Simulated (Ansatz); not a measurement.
This script makes an atomisation energy of CH₅FSeSn, SMILES C[Se][SnH2][F] with Ansatz's Python interface.

`tae.py`:
```python
"""Energy to split CH5FSeSn into its atoms."""

from collections import Counter

import ansatz


def single_point(molecule, charge=0, unpaired=0):
    calc = (
        molecule.calculation()
        .basis(gaussian="def2-SVP")
        .functional("pbe0", dispersion="d4")
    )
    if charge:
        calc = calc.charge(charge)
    if unpaired:
        calc = calc.spin("collinear", total=unpaired)
    return calc.run(threads=1).report["free_energy_ev"]

geometry_ang = [
    ("C", (-0.0883, 1.3078, -0.9246)),
    ("Se", (1.4683, 0.2906, -0.6677)),
    ("Sn", (0.1979, -1.3001, 0.8795)),
    ("F", (-1.1552, -2.1327, -0.0768)),
    ("H", (-0.9289, 0.7135, -1.4024)),
    ("H", (-0.4867, 1.7729, 0.0346)),
    ("H", (0.1169, 2.1971, -1.6178)),
    ("H", (1.3731, -2.5131, 1.4674)),
    ("H", (-0.4087, -0.3823, 2.2907)),
]
mol = ansatz.Crystal.molecule()
for symbol, xyz in geometry_ang:
    mol = mol.atom(symbol, xyz)

# Hund ground states
unpaired = {"C": 2, "Se": 2, "Sn": 2, "F": 1, "H": 1}
counts = Counter(site.symbol for site in mol.cartesian_sites)
atom_energy = {s: single_point(ansatz.Crystal.molecule().atom(s, (0, 0, 0)), 0, unpaired[s]) for s in counts}
whole = single_point(mol, 0, 0)
for s, e in atom_energy.items():
    print(f"{s:2s} x{counts[s]}  {e:14.5f} eV")
print(f"CH5FSeSn: {whole:.5f} eV")
split = sum(counts[s] * e for s, e in atom_energy.items()) - whole
print(f"atomisation energy (no zero-point term): {split:.3f} eV, {split / sum(counts.values()):.3f} eV an atom")
```

What does it cost to take this molecule apart into atoms?

27.910 eV from the electronic energies, without the zero-point term.

The output:

`python tae.py` gives:
```text
C  x1     -1027.52001 eV
Se x1    -65332.11615 eV
Sn x1     -5830.15624 eV
F  x1     -2708.86787 eV
H  x5       -13.61361 eV
CH5FSeSn: -74994.63795 eV
atomisation energy (no zero-point term): 27.910 eV, 3.101 eV an atom
```

Notes:
- Total energies depend on the basis set; only differences at equal settings carry meaning.
- The geometry is a force-field or estimated start, not a minimum of this method, and the basis set is short of its limit. All parts are taken at fixed geometry, without zero-point energy.
- def2 sets replace the cores of elements past krypton by effective core potentials.
- The spin-orbit lowering of heavy atoms is left out.
- Timing: 7.1 s on 1 thread of Arm Neoverse V1, on a shared host, peak memory 0.32 GiB.

(Lines on the test bed's own set-up are left out of the output.)
